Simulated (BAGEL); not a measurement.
# BH3S2O (SMILES OB(S)S) at B3LYP/def2-SVP (density fitting with qzvpp-jkfit)

Aim: the energy change on altering one bond length of BH3S2O at B3LYP/def2-SVP (density fitting with qzvpp-jkfit), from 2 runs. 

Program for the calculation: BAGEL 1.2.2.

1 further run of the same task is left out (set aside as unsound or not needed). Runs told in other sessions of the task aren't counted.

## Step 1: The molecule

BH3S2O: 7 atoms, total charge 0, spin state singlet. As SMILES, `OB(S)S`. Geometry: relaxed at PBE0-D4/def2-TZVP. This is one conformer, not always the lowest.

Bond lengths: O1–B2 1.356 Å, B2–S3 1.814 Å, B2–S4 1.821 Å, O1–H5 0.959 Å, S3–H6 1.342 Å, S4–H7 1.344 Å. Angles: O1–B2–S3 115.7°, O1–B2–S4 125.4°, S3–B2–S4 118.9°, B2–O1–H5 115.1°, B2–S3–H6 96.4°, B2–S4–H7 97.8°.

## Step 2: A single-point energy at B3LYP/def2-SVP (density fitting with qzvpp-jkfit)

Contents of calc.json:

```json
{ "bagel" : [

{
  "title" : "molecule",
  "basis" : "svp",
  "df_basis" : "qzvpp-jkfit",
  "angstrom" : true,
  "geometry" : [
    { "atom" : "O", "xyz" : [      -1.258000,       0.682600,       0.409800 ] },
    { "atom" : "B", "xyz" : [      -0.068200,       0.046200,       0.279300 ] },
    { "atom" : "S", "xyz" : [       0.797400,      -0.326900,       1.829100 ] },
    { "atom" : "S", "xyz" : [       0.697600,      -0.445200,      -1.298000 ] },
    { "atom" : "H", "xyz" : [      -1.708400,       0.874500,      -0.414600 ] },
    { "atom" : "H", "xyz" : [       1.861600,      -0.919300,       1.266500 ] },
    { "atom" : "H", "xyz" : [      -0.260700,       0.020100,      -2.117700 ] }
  ]
},

{
  "title" : "ks",
  "xc_func" : "b3lyp"
},

{
  "title" : "print",
  "file" : "orbitals.molden",
  "orbitals" : true
}

]}
```

Run with:

```sh
$ BAGEL_NUM_THREADS=1 BAGEL calc.json > calc.out
```

The program printed:

```text
* using 1 threads per process

  ===============================================================
  ===============================================================

  *** Geometry ***

  { "atom" : "O", "xyz" : [     -2.377275,      1.289927,      0.774410 ] },
  { "atom" : "B", "xyz" : [     -0.128879,      0.087305,      0.527801 ] },
  { "atom" : "S", "xyz" : [      1.506868,     -0.617751,      3.456498 ] },
  { "atom" : "S", "xyz" : [      1.318273,     -0.841306,     -2.452865 ] },
  { "atom" : "H", "xyz" : [     -3.228408,      1.652565,     -0.783480 ] },
  { "atom" : "H", "xyz" : [      3.517914,     -1.737225,      2.393338 ] },
  { "atom" : "H", "xyz" : [     -0.492652,      0.037983,     -4.001873 ] },

  Number of auxiliary basis functions:      462

  Since a DF basis is specified, we compute 2- and 3-index integrals:
    o Being stored without compression. Storage requirement is 0.023 GB

  Number of basis functions:       79
  Number of electrons      :       48

    * METHOD: MOLECULE                             0.18

  *** Kohn-Sham DFT ***

    * Removing 12502 points whose weight is below 1.00e-10
    * Grid points: 91840

  === Nuclear Repulsion ===
   188.6229054300

       - DIIS with orbital gradients will be used.

  === KS iteration (b3lyp / svp) ===
      0       -878.98293587          0.10778533           0.32
      1       -882.10612691          0.11738108           0.28
      2       -869.87762332          0.17287169           0.29
      3       -894.17228886          0.07804647           0.29
      4       -896.38359522          0.05979550           0.30
      5       -897.98716820          0.01140547           0.31
      6       -898.01866984          0.01020659           0.29
      7       -898.08101439          0.00175030           0.30
      8       -898.08226140          0.00076283           0.30
      9       -898.08252195          0.00020356           0.30
     10       -898.08254548          0.00004729           0.29
     11       -898.08254640          0.00001588           0.28
     12       -898.08254653          0.00000382           0.29
     13       -898.08254654          0.00000088           0.29
     14       -898.08254654          0.00000056           0.28
     15       -898.08254654          0.00000016           0.28
     16       -898.08254654          0.00000004           0.29
     17       -898.08254654          0.00000002           0.30
     18       -898.08254654          0.00000001           0.29
     19       -898.08254654          0.00000000           0.30
    * SCF iteration converged.

    * Permanent dipole moment:
           (    0.349087,    -0.137089,     0.876334) a.u.

    * METHOD: KS                                   6.20

    * METHOD: PRINT                                0.01

  ===============================================================
```

It took 6.6 s on 1 thread of Arm Neoverse V2, shared host; peak memory 0.37 GiB.

## Step 3: The distorted shape at the same level

Contents of dft.json:

```json
{ "bagel" : [

{
  "title" : "molecule",
  "basis" : "svp",
  "df_basis" : "qzvpp-jkfit",
  "angstrom" : "true",
  "geometry" : [
    { "atom" : "O", "xyz" : [      -1.122859,       0.625021,       0.657158 ] },
    { "atom" : "B", "xyz" : [       0.066941,      -0.011379,       0.526658 ] },
    { "atom" : "S", "xyz" : [       0.932541,      -0.384479,       2.076458 ] },
    { "atom" : "S", "xyz" : [       0.832741,      -0.502779,      -1.050642 ] },
    { "atom" : "H", "xyz" : [      -1.708400,       0.874500,      -0.414600 ] },
    { "atom" : "H", "xyz" : [       1.996741,      -0.976879,       1.513858 ] },
    { "atom" : "H", "xyz" : [      -0.125559,      -0.037479,      -1.870342 ] }
  ]
},

{
  "title" : "ks",
  "xc_func" : "b3lyp"
},

{
  "title" : "print",
  "file" : "orbitals.molden",
  "orbitals" : "true"
}

]}
```

Run with:

```sh
$ BAGEL_NUM_THREADS=1 BAGEL dft.json > dft.out
```

The program printed:

```text
* using 1 threads per process

  ===============================================================
  ===============================================================

  *** Geometry ***

  { "atom" : "O", "xyz" : [     -2.121896,      1.181119,      1.241849 ] },
  { "atom" : "B", "xyz" : [      0.126500,     -0.021503,      0.995239 ] },
  { "atom" : "S", "xyz" : [      1.762247,     -0.726560,      3.923937 ] },
  { "atom" : "S", "xyz" : [      1.573652,     -0.950115,     -1.985426 ] },
  { "atom" : "H", "xyz" : [     -3.228408,      1.652565,     -0.783480 ] },
  { "atom" : "H", "xyz" : [      3.773294,     -1.846034,      2.860777 ] },
  { "atom" : "H", "xyz" : [     -0.237272,     -0.070825,     -3.534434 ] },

  Number of auxiliary basis functions:      462

  Since a DF basis is specified, we compute 2- and 3-index integrals:
    o Being stored without compression. Storage requirement is 0.023 GB

  Number of basis functions:       79
  Number of electrons      :       48

    * METHOD: MOLECULE                             0.19

  *** Kohn-Sham DFT ***

    * Removing 12169 points whose weight is below 1.00e-10
    * Grid points: 92173

  === Nuclear Repulsion ===
   187.2175550439

       - DIIS with orbital gradients will be used.

  === KS iteration (b3lyp / svp) ===
      0       -879.11096003          0.10457359           0.33
      1       -879.16459002          0.12081891           0.29
      2       -871.56770844          0.18384063           0.30
      3       -894.86180692          0.06963076           0.31
      4       -892.31027765          0.09207027           0.29
      5       -897.89798460          0.01518646           0.32
      6       -898.00072052          0.00811171           0.30
      7       -898.02736002          0.00472102           0.33
      8       -898.03983491          0.00088081           0.31
      9       -898.03993110          0.00074051           0.32
     10       -898.04021062          0.00005242           0.31
     11       -898.04021214          0.00002053           0.30
     12       -898.04021244          0.00000688           0.31
     13       -898.04021246          0.00000219           0.29
     14       -898.04021246          0.00000156           0.31
     15       -898.04021246          0.00000011           0.30
     16       -898.04021246          0.00000003           0.30
     17       -898.04021246          0.00000001           0.32
    * SCF iteration converged.

    * Permanent dipole moment:
           (    0.401271,    -0.161035,     0.939834) a.u.

    * METHOD: KS                                   5.87

    * METHOD: PRINT                                0.01

  ===============================================================
```

Run time: 6.3 s. Hardware: 1 thread of Arm Neoverse V2, shared host; peak memory 0.37 GiB.

## Step 4: Summary of results

At B3LYP/def2-SVP (density fitting with qzvpp-jkfit):

| quantity | value |
| --- | --- |
| first shape: total energy | -898.08255 Eh |
| first shape: dipole moment | 2.42 D |
| first shape: HOMO energy | -6.91 eV |
| first shape: LUMO energy | -0.04 eV |
| first shape: HOMO–LUMO gap | 6.87 eV |
| distorted shape: total energy | -898.04021 Eh |
| distorted shape: dipole moment | 2.63 D |
| distorted shape: HOMO energy | -6.89 eV |
| distorted shape: LUMO energy | -1.50 eV |
| distorted shape: HOMO–LUMO gap | 5.39 eV |
| energy change with the O1–H5 bond stretched from 0.959 to 1.247 Å | 1.152 eV |

What this shows: With the O1–H5 bond stretched from 0.959 to 1.247 Å the energy rises by 1.15 eV (27 kcal/mol). The first shape isn't relaxed at this level, so the change isn't measured from a minimum.
